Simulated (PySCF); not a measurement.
# C₃CoNO₄: electronic excitations at several levels of theory, part 2 of 2

PySCF 2.14.0. Atoms count from 0. Earlier steps stand in the parts before.

## Step 5: TDDFT and polarisability: PBE/def2-SVPD

The job: settings as JSON, then the geometry in Å.

```
{"job": {"kind": "uv", "xc": "PBE", "basis": "def2-SVPD", "nstates": 12, "ntriplets": 4}, "charge": 0, "multiplicity": 1}
O      1.945753    -0.451057    -2.093760
C      1.193489    -0.273714    -1.256631
Co     0.041285     0.000480     0.092720
C     -1.233804    -1.230582    -0.189763
O     -2.039833    -2.021324    -0.342037
C     -0.764231     1.542291    -0.353312
O     -1.269481     2.530347    -0.611474
N      0.703443    -0.030957     1.577851
O      1.168798    -0.057225     2.622945
```

Method: TDDFT PBE/def2-SVPD, vertical, gas phase, core orbitals frozen in the response.

The log of the run:

```text
coarse grid: 48944 points
cycle   1  E = -1833.5663836343  dE =  1.840e+01  |g| = 7.039e+00  |ddm| = 1.309e+01
cycle   2  E = -1752.6143071499  dE =  8.095e+01  |g| = 1.622e+01  |ddm| = 9.206e+02
cycle   3  E = -1839.1549867850  dE = -8.654e+01  |g| = 6.743e+00  |ddm| = 7.920e+02
cycle   4  E = -1848.1571407566  dE = -9.002e+00  |g| = 4.458e+00  |ddm| = 1.371e+02
cycle   5  E = -1848.7884791552  dE = -6.313e-01  |g| = 4.082e+00  |ddm| = 4.997e+00
cycle   6  E = -1848.4350996681  dE =  3.534e-01  |g| = 4.381e+00  |ddm| = 1.994e+00
cycle   7  E = -1848.4746772858  dE = -3.958e-02  |g| = 4.195e+00  |ddm| = 3.462e+00
cycle   8  E = -1849.5188524267  dE = -1.044e+00  |g| = 3.674e+00  |ddm| = 3.555e+00
cycle   9  E = -1849.7456458916  dE = -2.268e-01  |g| = 3.514e+00  |ddm| = 7.403e-01
cycle  10  E = -1835.4254858769  dE =  1.432e+01  |g| = 6.657e+00  |ddm| = 9.070e+00
cycle  11  E = -1848.3131632323  dE = -1.289e+01  |g| = 4.414e+00  |ddm| = 1.071e+01
cycle  12  E = -1847.0510956033  dE =  1.262e+00  |g| = 4.987e+00  |ddm| = 3.031e+00
cycle  13  E = -1846.5292025029  dE =  5.219e-01  |g| = 5.219e+00  |ddm| = 9.715e-01
cycle  14  E = -1846.0824907455  dE =  4.467e-01  |g| = 5.346e+00  |ddm| = 3.069e+00
cycle  15  E = -1846.5140799408  dE = -4.316e-01  |g| = 5.221e+00  |ddm| = 3.469e+00
cycle  16  E = -1846.5320214829  dE = -1.794e-02  |g| = 5.226e+00  |ddm| = 3.679e+00
cycle  17  E = -1846.8678731505  dE = -3.359e-01  |g| = 5.081e+00  |ddm| = 2.891e+00
cycle  18  E = -1843.0895005721  dE =  3.778e+00  |g| = 6.285e+00  |ddm| = 5.399e+00
cycle  19  E = -1831.2585265135  dE =  1.183e+01  |g| = 6.951e+00  |ddm| = 1.826e+01
cycle  20  E = -1843.6961584033  dE = -1.244e+01  |g| = 6.348e+00  |ddm| = 1.634e+01
cycle  21  E = -1844.7031247458  dE = -1.007e+00  |g| = 5.869e+00  |ddm| = 5.487e+00
cycle  22  E = -1844.3956864978  dE =  3.074e-01  |g| = 6.022e+00  |ddm| = 2.195e+00
cycle  23  E = -1844.3906548238  dE =  5.032e-03  |g| = 5.966e+00  |ddm| = 3.702e+00
cycle  24  E = -1845.3069308350  dE = -9.163e-01  |g| = 5.653e+00  |ddm| = 3.862e+00
cycle  25  E = -1844.6897784955  dE =  6.172e-01  |g| = 5.971e+00  |ddm| = 3.585e+00
cycle  26  E = -1845.0761622408  dE = -3.864e-01  |g| = 5.821e+00  |ddm| = 1.806e+00
cycle  27  E = -1844.5115576448  dE =  5.646e-01  |g| = 6.076e+00  |ddm| = 2.517e+00
cycle  28  E = -1819.5238982989  dE =  2.499e+01  |g| = 9.313e+00  |ddm| = 1.192e+02
cycle  29  E = -1849.2291969684  dE = -2.971e+01  |g| = 3.570e+00  |ddm| = 1.204e+02
cycle  30  E = -1849.9736675445  dE = -7.445e-01  |g| = 2.958e+00  |ddm| = 7.159e+00
final grid: 102744 points
cycle  31  E = -1822.7363880874  dE =  2.724e+01  |g| = 7.591e+00  |ddm| = 2.137e+01
cycle  32  E = -1403.3691583045  dE =  4.194e+02  |g| = 2.927e+01  |ddm| = 2.227e+02
cycle  33  E = -1654.1152310932  dE = -2.507e+02  |g| = 2.364e+01  |ddm| = 2.244e+02
cycle  34  E = -1722.8739823973  dE = -6.876e+01  |g| = 1.829e+01  |ddm| = 2.226e+02
cycle  35  E = -1793.9831145251  dE = -7.111e+01  |g| = 1.270e+01  |ddm| = 3.858e+01
cycle  36  E = -1825.7913344286  dE = -3.181e+01  |g| = 7.909e+00  |ddm| = 2.050e+01
cycle  37  E = -1796.7574102436  dE =  2.903e+01  |g| = 9.377e+00  |ddm| = 1.274e+02
cycle  38  E = -1850.4751589401  dE = -5.372e+01  |g| = 2.336e+00  |ddm| = 1.288e+02
cycle  39  E = -1829.9222696626  dE =  2.055e+01  |g| = 6.537e+00  |ddm| = 8.801e+00
cycle  40  E = -1851.0272186077  dE = -2.110e+01  |g| = 1.935e+00  |ddm| = 8.023e+00
cycle  41  E = -1849.3062300542  dE =  1.721e+00  |g| = 3.989e+00  |ddm| = 3.351e+00
cycle  42  E = -1851.1422141884  dE = -1.836e+00  |g| = 1.753e+00  |ddm| = 2.318e+00
cycle  43  E = -1851.3128047090  dE = -1.706e-01  |g| = 1.573e+00  |ddm| = 1.254e+00
cycle  44  E = -1851.5310290714  dE = -2.182e-01  |g| = 7.271e-01  |ddm| = 6.114e-01
cycle  45  E = -1851.5974691345  dE = -6.644e-02  |g| = 4.377e-01  |ddm| = 5.930e-01
cycle  46  E = -1851.6141578014  dE = -1.669e-02  |g| = 1.899e-01  |ddm| = 3.464e-01
cycle  47  E = -1851.6191649477  dE = -5.007e-03  |g| = 1.463e-01  |ddm| = 2.917e-01
cycle  48  E = -1851.6219949615  dE = -2.830e-03  |g| = 3.070e-02  |ddm| = 8.659e-02
cycle  49  E = -1851.6222055653  dE = -2.106e-04  |g| = 9.420e-03  |ddm| = 4.290e-02
cycle  50  E = -1851.6222192734  dE = -1.371e-05  |g| = 4.328e-03  |ddm| = 1.301e-02
cycle  51  E = -1851.6222220667  dE = -2.793e-06  |g| = 2.148e-03  |ddm| = 4.522e-03
cycle  52  E = -1851.6222230627  dE = -9.960e-07  |g| = 1.071e-03  |ddm| = 2.942e-03
cycle  53  E = -1851.6222232060  dE = -1.432e-07  |g| = 3.460e-04  |ddm| = 8.645e-04
cycle  54  E = -1851.6222231800  dE =  2.601e-08  |g| = 5.238e-04  |ddm| = 5.173e-04
cycle  55  E = -1851.6222231667  dE =  1.321e-08  |g| = 5.858e-04  |ddm| = 7.462e-04
cycle  56  E = -1851.6222232143  dE = -4.760e-08  |g| = 2.615e-04  |ddm| = 6.349e-04
cycle  57  E = -1851.6222232223  dE = -7.992e-09  |g| = 1.249e-04  |ddm| = 2.156e-04
cycle  58  E = -1851.6222232244  dE = -2.072e-09  |g| = 9.486e-05  |ddm| = 1.959e-04
cycle  59  E = -1851.6222232257  dE = -1.320e-09  |g| = 4.672e-05  |ddm| = 1.123e-04
cycle  60  E = -1851.6222232260  dE = -3.001e-10  |g| = 2.743e-05  |ddm| = 4.778e-05
converged SCF energy = -1851.6222232260

Static polarisability (au): isotropic 90.811, principal 85.132 85.211 102.089

Singlet excitations
state   eV       nm        f      main configurations
  1   3.1062    399.2   0.00000   H->L+1 0.46, H-1->L 0.45
  2   3.3669    368.2   0.00000   H-1->L 0.29, H->L+1 0.29, H-2->L 0.14
  3   3.3699    367.9   0.00000   H->L 0.29, H-1->L+1 0.29, H-2->L+1 0.14
  4   3.5269    351.5   0.00009   H-2->L+1 0.82
  5   3.5294    351.3   0.00008   H-2->L 0.82
  6   3.7869    327.4   0.01673   H-1->L+1 0.29, H->L 0.27, H-3->L+1 0.18
  7   4.3684    283.8   0.00000   H-3->L 0.51, H-4->L+1 0.47
  8   4.4865    276.3   0.00005   H->L+2 0.52, H-4->L+1 0.19, H-3->L 0.17
  9   4.4902    276.1   0.00004   H-1->L+2 0.50, H-4->L 0.18, H-3->L+1 0.18
 10   4.6815    264.8   0.00001   H->L+2 0.29, H-4->L+1 0.16, H-3->L 0.15
 11   4.6842    264.7   0.00002   H-1->L+2 0.30, H-3->L+1 0.15, H-4->L 0.15
 12   4.6954    264.1   0.00002   H->L+3 0.40, H-1->L+4 0.37, H->L+4 0.12

Triplet excitations (Tamm-Dancoff, eV): 2.4349 2.7019 2.7022 2.9836
```

Run time: 50 s. Hardware: 8 threads of Arm Neoverse V1, shared host.

In short: HOMO -6.51 eV, LUMO -3.42 eV; lowest singlet 3.11 eV.

## Step 6: Excited states and response: B3LYP/def2-SVPD

Settings changed since step 5:

```diff
@@ -1,2 +1,2 @@
-{"job": {"kind": "uv", "xc": "PBE", "basis": "def2-SVPD", "nstates": 12, "ntriplets": 4}, "charge": 0, "multiplicity": 1}
+{"job": {"kind": "uv", "xc": "B3LYP", "basis": "def2-SVPD", "nstates": 12, "ntriplets": 4}, "charge": 0, "multiplicity": 1}
 O      1.945753    -0.451057    -2.093760
```

Method: TDDFT B3LYP/def2-SVPD, vertical, gas phase, core orbitals frozen in the response.

The log of the run:

```text
coarse grid: 48944 points
cycle   1  E = -1835.0983296264  dE =  1.756e+01  |g| = 7.121e+00  |ddm| = 1.218e+01
cycle   2  E = -1760.9119516264  dE =  7.419e+01  |g| = 1.557e+01  |ddm| = 8.947e+02
cycle   3  E = -1841.0861106758  dE = -8.017e+01  |g| = 6.647e+00  |ddm| = 8.025e+02
cycle   4  E = -1850.6763654202  dE = -9.590e+00  |g| = 3.044e+00  |ddm| = 9.938e+01
cycle   5  E = -1850.4852738658  dE =  1.911e-01  |g| = 3.372e+00  |ddm| = 4.165e+00
cycle   6  E = -1850.1918033482  dE =  2.935e-01  |g| = 3.721e+00  |ddm| = 1.562e+00
cycle   7  E = -1851.0065201812  dE = -8.147e-01  |g| = 2.847e+00  |ddm| = 2.313e+00
cycle   8  E = -1851.4547252487  dE = -4.482e-01  |g| = 2.437e+00  |ddm| = 2.292e+00
cycle   9  E = -1851.9129835362  dE = -4.583e-01  |g| = 1.689e+00  |ddm| = 1.151e+00
cycle  10  E = -1850.5876484717  dE =  1.325e+00  |g| = 3.692e+00  |ddm| = 3.638e+00
cycle  11  E = -1852.1686139236  dE = -1.581e+00  |g| = 9.923e-01  |ddm| = 2.992e+00
cycle  12  E = -1852.2193479732  dE = -5.073e-02  |g| = 7.705e-01  |ddm| = 2.089e-01
cycle  13  E = -1852.2770805536  dE = -5.773e-02  |g| = 3.558e-01  |ddm| = 3.598e-01
cycle  14  E = -1852.2929112378  dE = -1.583e-02  |g| = 3.396e-02  |ddm| = 2.489e-01
cycle  15  E = -1852.2931743021  dE = -2.631e-04  |g| = 1.007e-02  |ddm| = 3.882e-02
cycle  16  E = -1852.2931835014  dE = -9.199e-06  |g| = 7.850e-03  |ddm| = 1.015e-02
cycle  17  E = -1852.2931899529  dE = -6.451e-06  |g| = 3.387e-03  |ddm| = 4.216e-03
cycle  18  E = -1852.2931915665  dE = -1.614e-06  |g| = 3.943e-04  |ddm| = 2.457e-03
final grid: 102744 points
cycle  19  E = -1852.2932105618  dE =  1.782e-06  |g| = 3.798e-03  |ddm| = 8.348e-03
cycle  20  E = -1852.2930356356  dE =  1.749e-04  |g| = 3.753e-02  |ddm| = 2.794e-02
cycle  21  E = -1852.2932123233  dE = -1.767e-04  |g| = 5.901e-04  |ddm| = 2.538e-02
cycle  22  E = -1852.2932124155  dE = -9.222e-08  |g| = 3.701e-05  |ddm| = 7.141e-04
cycle  23  E = -1852.2932124158  dE = -3.529e-10  |g| = 1.377e-05  |ddm| = 7.872e-05
converged SCF energy = -1852.2932124158

Static polarisability (au): isotropic 89.687, principal 82.585 82.661 103.816

Singlet excitations
state   eV       nm        f      main configurations
  1   2.6910    460.7   0.00000   H->L+1 0.47, H-1->L 0.46
  2   3.1026    399.6   0.00060   H-1->L 0.24, H->L+1 0.24, H->L 0.21
  3   3.1060    399.2   0.00061   H->L 0.25, H-1->L+1 0.24, H-1->L 0.21
  4   3.3811    366.7   0.00009   H-2->L+1 0.86
  5   3.3851    366.3   0.00009   H-2->L 0.85
  6   3.7616    329.6   0.01767   H-3->L+1 0.25, H-4->L 0.24, H-1->L+1 0.22
  7   4.0722    304.5   0.00000   H-3->L 0.48, H-4->L+1 0.46
  8   4.2822    289.5   0.00026   H->L+2 0.28, H-4->L+1 0.21, H-3->L 0.20
  9   4.2836    289.4   0.00023   H-1->L+2 0.27, H-4->L 0.21, H-3->L+1 0.21
 10   4.5748    271.0   0.00018   H->L+2 0.55, H-2->L+4 0.08
 11   4.5798    270.7   0.00019   H-1->L+2 0.56, H-2->L+3 0.08
 12   4.6624    265.9   0.00002   H->L+3 0.36, H-1->L+4 0.34, H->L+4 0.14

Triplet excitations (Tamm-Dancoff, eV): 1.9366 2.2963 2.2967 2.6896
```

Run time: 43 s. Hardware: 8 threads of Arm Neoverse V1, shared host.

This run: HOMO -7.34 eV, LUMO -2.58 eV; lowest singlet 2.69 eV.

## Step 7: Run by run: electronic excitations

Excitations and ground-state properties, with basis size and wall time:

```csv
run,lowest singlet (eV),brightest (eV),f,gap (eV),α (Å³),μ (D),functions,time
CAM-B3LYP/def2-SVPD,2.39,3.86,0.020,7.63,13.18,0.09,206,54 s
PBE0/def2-SVPD,2.60,3.79,0.018,5.23,13.18,0.22,206,45 s
PBE/def2-SVPD,3.11,3.79,0.017,3.09,13.46,0.61,206,50 s
B3LYP/def2-SVPD,2.69,3.76,0.018,4.76,13.29,0.24,206,43 s
```

## Step 8: Results

The summary covers parts 1 to 2.

| quantity | value |
| --- | --- |
| rotational constants (main isotopes) | 1.15, 1.08, 1.08 GHz |
| lowest singlet (CAM-B3LYP/def2-SVPD) | 2.39 eV (520 nm), f = 0.000 |
| brightest single state of those computed | state 6, 3.86 eV, f = 0.020 |
| lowest triplet | 1.73 eV |
| range of the lowest singlet | 2.39 to 3.11 eV |

Single values in the summary come from the first run of each kind that ended normally (CAM-B3LYP/def2-SVPD), which need not be the best level. The optimisation took 4 steps and gained 0.028 eV; among the close pairs (by a distance rule), Co2–N7 changed most, from 1.604 to 1.626 Å. No frequency check was run at this level, so the end point may be a saddle. The first singlet state (HOMO→LUMO+1 0.47, HOMO−1→LUMO 0.47) lies at 2.39 eV and is dark; of the 12 states computed, the strongest absorption comes from state 6 at 3.86 eV. The lowest triplet lies 0.65 eV below the lowest singlet (triplets in Tamm-Dancoff, singlets in full TDDFT). The lowest singlet runs from 2.39 eV (CAM-B3LYP/def2-SVPD) to 3.11 eV (PBE/def2-SVPD), while the orbital gap spans 3.09 to 7.63 eV: the excitation energy moves far less from run to run than the orbital gap does. The lowest state need not be the same one in every run.
